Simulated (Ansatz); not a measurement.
# BF2H3OSi + HF: a complex and its separated parts, part 1 of 2

The complex below is one end of an elementary step. How strongly is it bound against its free parts?

Method: PBE0-D4/def2-TZVP structures, single points in def2-TZVPP, no counterpoise correction; program: Ansatz 0.2.0, Gaussian basis.

Levels: SPW92, PBE-D4, BLYP-D4, r2SCAN-D4, B97M-V, PBE0-D4, B3LYP-D4, r2SCAN0-D4, BHLYP-D4, CAM-B3LYP-D4, wB97X-V, wB97M-V, B2PLYP, PBE-QIDH, RPA on PBE, Hartree-Fock, MP2, CCSD, CCSD(T).

Cores are frozen in the correlated methods. B3LYP uses VWN-RPA correlation. B2PLYP carries no dispersion term here.

94 further runs of the same task are left out: 94 set aside as unsound or not needed.

### Step 1. The system as given

The complex: 10 atoms, charge 0, spin multiplicity 1.

Atoms are counted from 1 here; the program's logs count them from 0.

Bond lengths: B1–F3 1.314 Å, B1–F4 1.322 Å, B1–O6 1.351 Å, F2–H5 0.932 Å, O6–Si7 1.685 Å, Si7–H8 1.480 Å, Si7–H9 1.476 Å, Si7–H10 1.480 Å. Angles: F3–B1–F4 118.8°, F3–B1–O6 120.0°, F4–B1–O6 121.2°, B1–O6–Si7 129.4°, O6–Si7–H8 108.5°, O6–Si7–H9 105.3°, O6–Si7–H10 108.6°, H8–Si7–H9 111.7°, H8–Si7–H10 110.9°, H9–Si7–H10 111.7°.

Coordinates:

```
B    -0.24671   -1.38531    0.67891
F     1.54539   -0.50902   -2.30752
F     0.16326   -2.57104    0.28889
F    -0.96737   -1.29195    1.78376
H     1.04605   -0.53643   -1.52113
O     0.06880   -0.28893   -0.04471
Si   -0.32805    1.32500    0.23253
H     0.24253    1.73298    1.53568
H     0.27874    2.07174   -0.88612
H    -1.80244    1.45295    0.23972
```

Its parts: BF2H3OSi holds atoms 1, 3, 4, 6, 7, 8, 9, 10; HF holds atoms 2, 5. Each part counts its atoms afresh in its own runs.

### Step 2. Relaxing BF2H3OSi alone

Input file relax-a/in.yaml:

```yaml
crystal:
  periodic: [false, false, false]
  atoms:
    - {symbol: B, position_ang: [-0.246708, -1.385306, 0.678906]}
    - {symbol: F, position_ang: [0.163260, -2.571040, 0.288894]}
    - {symbol: F, position_ang: [-0.967367, -1.291947, 1.783763]}
    - {symbol: O, position_ang: [0.068796, -0.288933, -0.044707]}
    - {symbol: Si, position_ang: [-0.328046, 1.324996, 0.232526]}
    - {symbol: H, position_ang: [0.242533, 1.732982, 1.535676]}
    - {symbol: H, position_ang: [0.278735, 2.071740, -0.886119]}
    - {symbol: H, position_ang: [-1.802437, 1.452955, 0.239717]}
basis:
  gaussian: {orbitals: def2-TZVP}
hamiltonian: {xc: pbe0, dispersion: d4}
relax: {f_tol: 0.005, max_steps: 200}
```

On the command line:

```sh
$ ansatz run in.yaml --threads 8 --pin off --events-out ev --progress --plain --max-ram 19148MiB
```

Output (excerpt; [...] marks lines left out):

```text
Functional definition: PBE0
  name "PBE0"
  cite "Adamo & Barone, J. Chem. Phys. 110, 6158 (1999) doi:10.1063/1.478522"
  cite "Perdew, Burke & Ernzerhof, Phys. Rev. Lett. 77, 3865 (1996) doi:10.1103/PhysRevLett.77.3865"
  parent pbe
[...]
1032 factors; their error is unknown
[...]
mean field -16081.38481370 eV, -590.9799915492 hartree, gradient 1.9e-5 eV, S^2 0.000000; 0 other end points of the search recorded, 0 dependent functions left out
[...]
reference -16081.38484747 eV, -590.9799927904 hartree; 24, 24 occupied and 155, 155 virtual orbitals, 1032 factors
[...]
Atom 0 at    -0.249217    -1.398012     0.685298 Å, force    -0.002342     0.002068     0.001032 eV/Å
Atom 1 at     0.183154    -2.569552     0.260823 Å, force    -0.000538     0.000961     0.000321 eV/Å
Atom 2 at    -0.967515    -1.376202     1.801768 Å, force     0.002605    -0.001923    -0.002509 eV/Å
Atom 3 at     0.034380    -0.280614     0.003506 Å, force     0.001701    -0.001835     0.001614 eV/Å
Atom 4 at    -0.326693     1.324280     0.230205 Å, force    -0.000258    -0.001749    -0.003948 eV/Å
Atom 5 at     0.242347     1.784318     1.519356 Å, force     0.002238     0.001919     0.003097 eV/Å
Atom 6 at     0.289966     2.053314    -0.899143 Å, force    -0.000020    -0.001146     0.000922 eV/Å
Atom 7 at    -1.797656     1.507915     0.226842 Å, force    -0.003387     0.001705    -0.000530 eV/Å
Dipole moment:    -0.024444     0.363138    -0.038447 e Å
```

It took 4.1 s on 8 threads of AMD EPYC 9R45, shared host.

Relaxation path:

```tsv
step	energy from step 1 (eV)	largest force component (eV/Å)
1	0.0000	0.7249
2	-0.0098	0.3463
3	-0.0140	0.1025
4	-0.0148	0.0568
5	-0.0158	0.0588
6	-0.0166	0.0146
7	-0.0167	0.0039
```

Close pairs (by a distance rule), those that changed most:

```tsv
bond	before (Å)	after (Å)	change (Å)
O4–Si5	1.685	1.661	-0.024
B1–O4	1.351	1.339	-0.012
B1–F3	1.322	1.328	+0.005
B1–F2	1.314	1.319	+0.005
Si5–H7	1.476	1.479	+0.003
Si5–H8	1.480	1.482	+0.002
Si5–H6	1.480	1.482	+0.002
```

### Step 3. Relaxing HF alone

Input file relax-b/in.yaml:

```yaml
crystal:
  periodic: [false, false, false]
  atoms:
    - {symbol: F, position_ang: [1.545386, -0.509019, -2.307524]}
    - {symbol: H, position_ang: [1.046048, -0.536428, -1.521130]}
basis:
  gaussian: {orbitals: def2-TZVP}
hamiltonian: {xc: pbe0, dispersion: d4}
relax: {f_tol: 0.005, max_steps: 200}
```

On the command line:

```sh
$ ansatz run in.yaml --threads 8 --pin off --events-out ev --progress --plain --max-ram 19148MiB
```

Output (excerpt; [...] marks lines left out):

```text
[... 5 set-up lines as earlier in the session ...]
[...]
200 factors; their error is unknown
[...]
mean field -2731.79753079 eV, -100.3917075777 hartree, gradient 6.9e-6 eV, S^2 0.000000; 0 other end points of the search recorded, 0 dependent functions left out
[...]
reference -2731.80170825 eV, -100.3918610965 hartree; 5, 5 occupied and 32, 32 virtual orbitals, 200 factors
Total energy: -2731.80322152 eV, -100.3919167081 hartree
Atom 0 at     1.542182    -0.509195    -2.302478 Å, force     0.002490     0.000137    -0.003921 eV/Å
Atom 1 at     1.049252    -0.536252    -1.526176 Å, force    -0.002490    -0.000137     0.003921 eV/Å
Dipole moment:    -0.214751    -0.011788     0.338206 e Å
```

Wall time 0.2 s (8 threads of AMD EPYC 9R45, shared host).

Step by step:

```tsv
step	energy from step 1 (eV)	largest force component (eV/Å)
1	0.0000	0.5832
2	-0.0040	0.1250
3	-0.0042	0.0039
```

The bond:

```tsv
bond	before (Å)	after (Å)	change (Å)
F1–H2	0.932	0.920	-0.012
```

### Step 4. SPW92/def2-TZVPP

Input file parta/in.yaml:

```yaml
crystal:
  periodic: [false, false, false]
  atoms:
    - {symbol: B, position_ang: [-0.249217, -1.398012, 0.685298]}
    - {symbol: F, position_ang: [0.183154, -2.569552, 0.260823]}
    - {symbol: F, position_ang: [-0.967515, -1.376202, 1.801768]}
    - {symbol: O, position_ang: [0.034380, -0.280614, 0.003506]}
    - {symbol: Si, position_ang: [-0.326693, 1.324280, 0.230205]}
    - {symbol: H, position_ang: [0.242347, 1.784318, 1.519356]}
    - {symbol: H, position_ang: [0.289966, 2.053314, -0.899143]}
    - {symbol: H, position_ang: [-1.797656, 1.507915, 0.226842]}
basis:
  gaussian: {orbitals: def2-TZVPP}
hamiltonian: {xc: lda}
```

Input file partb/in.yaml:

```yaml
crystal:
  periodic: [false, false, false]
  atoms:
    - {symbol: F, position_ang: [1.542182, -0.509195, -2.302478]}
    - {symbol: H, position_ang: [1.049252, -0.536252, -1.526176]}
basis:
  gaussian: {orbitals: def2-TZVPP}
hamiltonian: {xc: lda}
```

The same command starts each run, in its folder.

On the command line:

```sh
$ ansatz run in.yaml --threads 8 --pin off --events-out ev --progress --plain --max-ram 19148MiB
```

Log of parta (excerpt; [...] marks lines left out):

```text
Functional definition: SPW92
  name "SPW92"
  cite "Dirac, Proc. Camb. Phil. Soc. 26, 376 (1930) doi:10.1017/S0305004100016108"
  cite "Slater, Phys. Rev. 81, 385 (1951) doi:10.1103/PhysRev.81.385"
  cite "Perdew & Wang, Phys. Rev. B 45, 13244 (1992) doi:10.1103/PhysRevB.45.13244"
[...]
1097 factors; their error is unknown
[...]
mean field -16004.45085131 eV, -588.1527205792 hartree, gradient 6.8e-5 eV, S^2 0.000000; 0 other end points of the search recorded, 0 dependent functions left out
reference -16004.45089340 eV, -588.1527221261 hartree; 24, 24 occupied and 184, 184 virtual orbitals, 1097 factors
Total energy: -16004.45089340 eV, -588.1527221261 hartree
```

Log of partb (excerpt; [...] marks lines left out):

```text
[... 5 set-up lines as earlier in the session ...]
[...]
215 factors; their error is unknown
[...]
mean field -2716.76646567 eV, -99.8393261229 hartree, gradient 3.5e-5 eV, S^2 0.000000; 0 other end points of the search recorded, 0 dependent functions left out
reference -2716.76647675 eV, -99.8393265301 hartree; 5, 5 occupied and 40, 40 virtual orbitals, 215 factors
Total energy: -2716.76647675 eV, -99.8393265301 hartree
```

They took 0.3 s (parta), 0.05 s (partb) on 8 threads of AMD EPYC 9R45, shared host.

### Step 5. PBE-D4/def2-TZVPP

The same edit goes into each in.yaml of step 4 (parta, partb):

```diff
-hamiltonian: {xc: lda}
+hamiltonian: {xc: pbe, dispersion: d4}
```

Each run has its own folder and the same command.

On the command line:

```sh
$ ansatz run in.yaml --threads 8 --pin off --events-out ev --progress --plain --max-ram 19148MiB
```

Output in parta (excerpt; [...] marks lines left out):

```text
Functional definition: PBE
  name "PBE"
[... 2 set-up lines as earlier in the session ...]
[...]
1097 factors; their error is unknown
[...]
mean field -16080.36885472 eV, -590.9426557455 hartree, gradient 1.3e-5 eV, S^2 0.000000; 0 other end points of the search recorded, 0 dependent functions left out
reference -16080.36890016 eV, -590.9426574153 hartree; 24, 24 occupied and 184, 184 virtual orbitals, 1097 factors
Total energy: -16080.50879707 eV, -590.9477985318 hartree
```

partb printed (excerpt; [...] marks lines left out):

```text
[... 4 set-up lines as earlier in the session ...]
[...]
215 factors; their error is unknown
[...]
mean field -2731.84354779 eV, -100.3933986712 hartree, gradient 4.7e-5 eV, S^2 0.000000; 0 other end points of the search recorded, 0 dependent functions left out
reference -2731.84355990 eV, -100.3933991161 hartree; 5, 5 occupied and 40, 40 virtual orbitals, 215 factors
Total energy: -2731.84545375 eV, -100.3934687140 hartree
```

They took 0.4 s (parta), 0.1 s (partb) on 8 threads of AMD EPYC 9R45, shared host.

### Step 6. BLYP-D4/def2-TZVPP

Each input of step 5 (parta, partb) changes in the same lines:

```diff
-hamiltonian: {xc: pbe, dispersion: d4}
+hamiltonian: {xc: {name: BLYP}, dispersion: d4}
```

One command serves all of them, each in its own folder.

On the command line:

```sh
$ ansatz run in.yaml --threads 8 --pin off --events-out ev --progress --plain --max-ram 19148MiB
```

Output in parta (excerpt; [...] marks lines left out):

```text
Functional definition: BLYP
  name "BLYP"
  cite "Becke, Phys. Rev. A 38, 3098 (1988) doi:10.1103/PhysRevA.38.3098"
  cite "Lee, Yang & Parr, Phys. Rev. B 37, 785 (1988) doi:10.1103/PhysRevB.37.785"
[...]
1097 factors; their error is unknown
[...]
mean field -16091.99689133 eV, -591.3699782092 hartree, gradient 2.7e-5 eV, S^2 0.000000; 0 other end points of the search recorded, 0 dependent functions left out
reference -16091.99724278 eV, -591.3699911248 hartree; 24, 24 occupied and 184, 184 virtual orbitals, 1097 factors
Total energy: -16092.30960822 eV, -591.3814703430 hartree
```

Output in partb (excerpt; [...] marks lines left out):

```text
[... 4 set-up lines as earlier in the session ...]
[...]
215 factors; their error is unknown
[...]
mean field -2734.23788537 eV, -100.4813889542 hartree, gradient 3.9e-5 eV, S^2 0.000000; 0 other end points of the search recorded, 0 dependent functions left out
reference -2734.23800897 eV, -100.4813934966 hartree; 5, 5 occupied and 40, 40 virtual orbitals, 215 factors
Total energy: -2734.24259090 eV, -100.4815618792 hartree
```

They took 0.4 s (parta), 0.1 s (partb) on 8 threads of AMD EPYC 9R45, shared host.

### Step 7. r2SCAN-D4/def2-TZVPP

Each input of step 6 (parta, partb) changes in the same lines:

```diff
-hamiltonian: {xc: {name: BLYP}, dispersion: d4}
+hamiltonian: {xc: r2scan, dispersion: d4}
```

One command serves all of them, each in its own folder.

On the command line:

```sh
$ ansatz run in.yaml --threads 8 --pin off --events-out ev --progress --plain --max-ram 19148MiB
```

parta printed (excerpt; [...] marks lines left out):

```text
Functional definition: r2SCAN
  name "r2SCAN"
  cite "Furness, Kaplan, Ning, Perdew & Sun, J. Phys. Chem. Lett. 11, 8208 (2020) doi:10.1021/acs.jpclett.0c02405"
  cite "Furness, Kaplan, Ning, Perdew & Sun, J. Phys. Chem. Lett. 11, 9248 (2020) doi:10.1021/acs.jpclett.0c03077"
  parent r2scan
[...]
1097 factors; their error is unknown
[...]
mean field -16088.79575147 eV, -591.2523384890 hartree, gradient 4.5e-5 eV, S^2 0.000000; 0 other end points of the search recorded, 0 dependent functions left out
reference -16088.79576518 eV, -591.2523389927 hartree; 24, 24 occupied and 184, 184 virtual orbitals, 1097 factors
Total energy: -16088.82949967 eV, -591.2535787124 hartree
```

Log of partb (excerpt; [...] marks lines left out):

```text
[... 5 set-up lines as earlier in the session ...]
[...]
215 factors; their error is unknown
[...]
mean field -2733.29261503 eV, -100.4466509102 hartree, gradient 6.5e-6 eV, S^2 0.000000; 0 other end points of the search recorded, 0 dependent functions left out
reference -2733.29261821 eV, -100.4466510270 hartree; 5, 5 occupied and 40, 40 virtual orbitals, 215 factors
Total energy: -2733.29307574 eV, -100.4466678409 hartree
```

Wall times: 0.65 s (parta), 0.15 s (partb) on 8 threads of AMD EPYC 9R45, shared host.

### Step 8. B97M-V/def2-TZVPP

The same edit goes into each in.yaml of step 7 (parta, partb):

```diff
-hamiltonian: {xc: r2scan, dispersion: d4}
+hamiltonian: {xc: {name: B97M-V}}
```

One command serves all of them, each in its own folder.

On the command line:

```sh
$ ansatz run in.yaml --threads 8 --pin off --events-out ev --progress --plain --max-ram 19148MiB
```

parta printed (excerpt; [...] marks lines left out):

```text
Functional definition: B97M-V
  name "B97M-V"
  cite "Mardirossian & Head-Gordon, J. Chem. Phys. 142, 074111 (2015) doi:10.1063/1.4907719"
  cite "Becke, J. Chem. Phys. 107, 8554 (1997) doi:10.1063/1.475007"
  cite "Vydrov & Van Voorhis, J. Chem. Phys. 133, 244103 (2010) doi:10.1063/1.3521275"
  # Of w^i u^j: cxij and so on, Table III.
[...]
  gx(w, u) = cx00 + cx01*u + cx02*u^2 + (cx10 + cx11*u)*w
[...]
  gos(w, u) = cos00 + cos01*u + cos03*u^3 + cos10*w + cos32*w^3*u^2
[...]
      + integral(e_c_pw_mod_opposite_spin*gos(b97_w_opposite, b97_u_opposite)) + vv10(b, c)
1097 factors; their error is unknown
[...]
mean field -16088.89875307 eV, -591.2561237279 hartree, gradient 3.6e-5 eV, S^2 0.000000; 0 other end points of the search recorded, 0 dependent functions left out
reference -16088.89881967 eV, -591.2561261757 hartree; 24, 24 occupied and 184, 184 virtual orbitals, 1097 factors
Total energy: -16088.89881967 eV, -591.2561261757 hartree
```

Output in partb (excerpt; [...] marks lines left out):

```text
[... 5 set-up lines as earlier in the session ...]
  # Of w^i u^j: cxij and so on, Table III.
[...]
  gx(w, u) = cx00 + cx01*u + cx02*u^2 + (cx10 + cx11*u)*w
[...]
  gos(w, u) = cos00 + cos01*u + cos03*u^3 + cos10*w + cos32*w^3*u^2
[...]
      + integral(e_c_pw_mod_opposite_spin*gos(b97_w_opposite, b97_u_opposite)) + vv10(b, c)
215 factors; their error is unknown
[...]
mean field -2733.38839065 eV, -100.4501705994 hartree, gradient 2.3e-5 eV, S^2 0.000000; 0 other end points of the search recorded, 0 dependent functions left out
reference -2733.38840837 eV, -100.4501712503 hartree; 5, 5 occupied and 40, 40 virtual orbitals, 215 factors
Total energy: -2733.38840837 eV, -100.4501712503 hartree
```

Wall times: 1 s (parta), 0.1 s (partb) on 8 threads of AMD EPYC 9R45, shared host.

### Step 9. PBE0-D4/def2-TZVPP

Each input of step 8 (parta, partb) changes in the same lines:

```diff
-hamiltonian: {xc: {name: B97M-V}}
+hamiltonian: {xc: pbe0, dispersion: d4}
+output: {orbitals: {seedname: orbitals}}
```

One command serves all of them, each in its own folder.

On the command line:

```sh
$ ansatz run in.yaml --threads 8 --pin off --events-out ev --progress --plain --max-ram 19148MiB
```

Output in parta (excerpt; [...] marks lines left out):

```text
[... 5 set-up lines as earlier in the session ...]
[...]
1100 factors; their error is unknown
[...]
mean field -16081.41442686 eV, -590.9810798130 hartree, gradient 1.8e-5 eV, S^2 0.000000; 0 other end points of the search recorded, 0 dependent functions left out
reference -16081.41446021 eV, -590.9810810384 hartree; 24, 24 occupied and 184, 184 virtual orbitals, 1100 factors
Total energy: -16081.53182502 eV, -590.9853941156 hartree
```

partb printed (excerpt; [...] marks lines left out):

```text
[... 5 set-up lines as earlier in the session ...]
[...]
215 factors; their error is unknown
[...]
mean field -2731.86112796 eV, -100.3940447305 hartree, gradient 4.0e-5 eV, S^2 0.000000; 0 other end points of the search recorded, 0 dependent functions left out
reference -2731.86113667 eV, -100.3940450506 hartree; 5, 5 occupied and 40, 40 virtual orbitals, 215 factors
Total energy: -2731.86264994 eV, -100.3941006622 hartree
```

Wall times: 0.45 s (parta), 0.1 s (partb) on 8 threads of AMD EPYC 9R45, shared host.

### Step 10. B3LYP-D4/def2-TZVPP

Each input of step 9 (parta, partb) changes in the same lines:

```diff
-hamiltonian: {xc: pbe0, dispersion: d4}
-output: {orbitals: {seedname: orbitals}}
+hamiltonian: {xc: {name: B3LYP}, dispersion: d4}
```

Each run has its own folder and the same command.

On the command line:

```sh
$ ansatz run in.yaml --threads 8 --pin off --events-out ev --progress --plain --max-ram 19148MiB
```

Log of parta (excerpt; [...] marks lines left out):

```text
Functional definition: B3LYP
  name "B3LYP"
  cite "Stephens, Devlin, Chabalowski & Frisch, J. Phys. Chem. 98, 11623 (1994) doi:10.1021/j100096a001"
[... 2 set-up lines as earlier in the session ...]
  cite "Vosko, Wilk & Nusair, Can. J. Phys. 58, 1200 (1980) doi:10.1139/p80-159"
[...]
1100 factors; their error is unknown
[...]
mean field -16093.98505273 eV, -591.4430417928 hartree, gradient 1.8e-5 eV, S^2 0.000000; 0 other end points of the search recorded, 0 dependent functions left out
reference -16093.98531432 eV, -591.4430514062 hartree; 24, 24 occupied and 184, 184 virtual orbitals, 1100 factors
Total energy: -16094.21142344 eV, -591.4513607631 hartree
```

Output in partb (excerpt; [...] marks lines left out):

```text
[... 6 set-up lines as earlier in the session ...]
[...]
215 factors; their error is unknown
[...]
mean field -2734.54625085 eV, -100.4927211766 hartree, gradient 1.9e-5 eV, S^2 0.000000; 0 other end points of the search recorded, 0 dependent functions left out
reference -2734.54634168 eV, -100.4927245147 hartree; 5, 5 occupied and 40, 40 virtual orbitals, 215 factors
Total energy: -2734.54933135 eV, -100.4928343829 hartree
```

Times: 0.45 s (parta), 0.1 s (partb) on 8 threads of AMD EPYC 9R45, shared host.

### Step 11. r2SCAN0-D4/def2-TZVPP

The same edit goes into each in.yaml of step 10 (parta, partb):

```diff
-hamiltonian: {xc: {name: B3LYP}, dispersion: d4}
+hamiltonian: {xc: {name: r2SCAN0}, dispersion: d4}
```

Each run has its own folder and the same command.

On the command line:

```sh
$ ansatz run in.yaml --threads 8 --pin off --events-out ev --progress --plain --max-ram 19148MiB
```

parta printed (excerpt; [...] marks lines left out):

```text
Functional definition: r2SCAN0
  name "r2SCAN0"
  cite "Bursch, Neugebauer, Ehlert & Grimme, J. Chem. Phys. 156, 134105 (2022) doi:10.1063/5.0086040"
[... 3 set-up lines as earlier in the session ...]
[...]
1100 factors; their error is unknown
[...]
mean field -16087.70004067 eV, -591.2120718599 hartree, gradient 3.0e-5 eV, S^2 0.000000; 0 other end points of the search recorded, 0 dependent functions left out
reference -16087.70005128 eV, -591.2120722499 hartree; 24, 24 occupied and 184, 184 virtual orbitals, 1100 factors
Total energy: -16087.73960772 eV, -591.2135259221 hartree
```

partb printed (excerpt; [...] marks lines left out):

```text
[... 6 set-up lines as earlier in the session ...]
[...]
215 factors; their error is unknown
[...]
mean field -2732.94549320 eV, -100.4338944181 hartree, gradient 6.6e-5 eV, S^2 0.000000; 0 other end points of the search recorded, 0 dependent functions left out
reference -2732.94549566 eV, -100.4338945086 hartree; 5, 5 occupied and 40, 40 virtual orbitals, 215 factors
Total energy: -2732.94599763 eV, -100.4339129555 hartree
```

They took 0.65 s (parta), 0.15 s (partb) on 8 threads of AMD EPYC 9R45, shared host.

### Step 12. BHLYP-D4/def2-TZVPP

Each input of step 11 (parta, partb) changes in the same lines:

```diff
-hamiltonian: {xc: {name: r2SCAN0}, dispersion: d4}
+hamiltonian: {xc: {name: BHLYP}, dispersion: d4}
```

Each run has its own folder and the same command.

On the command line:

```sh
$ ansatz run in.yaml --threads 8 --pin off --events-out ev --progress --plain --max-ram 19148MiB
```

parta printed (excerpt; [...] marks lines left out):

```text
Functional definition: BHLYP
  name "BHLYP"
  cite "Becke, J. Chem. Phys. 98, 1372 (1993) doi:10.1063/1.464304"
[... 2 set-up lines as earlier in the session ...]
[...]
1223 factors; their error is unknown
[...]
mean field -16090.20657766 eV, -591.3041853954 hartree, gradient 3.9e-5 eV, S^2 0.000000; 0 other end points of the search recorded, 0 dependent functions left out
reference -16090.20675222 eV, -591.3041918101 hartree; 24, 24 occupied and 184, 184 virtual orbitals, 1223 factors
Total energy: -16090.37522225 eV, -591.3103829697 hartree
```

Output in partb (excerpt; [...] marks lines left out):

```text
[... 5 set-up lines as earlier in the session ...]
[...]
234 factors; their error is unknown
[...]
mean field -2733.43318113 eV, -100.4518166191 hartree, gradient 1.2e-5 eV, S^2 0.000000; 0 other end points of the search recorded, 0 dependent functions left out
reference -2733.43324166 eV, -100.4518188436 hartree; 5, 5 occupied and 40, 40 virtual orbitals, 234 factors
Total energy: -2733.43496961 eV, -100.4518823443 hartree
```

Wall times: 0.45 s (parta), 0.1 s (partb) on 8 threads of AMD EPYC 9R45, shared host.

(Continued in part 2 of 2.)
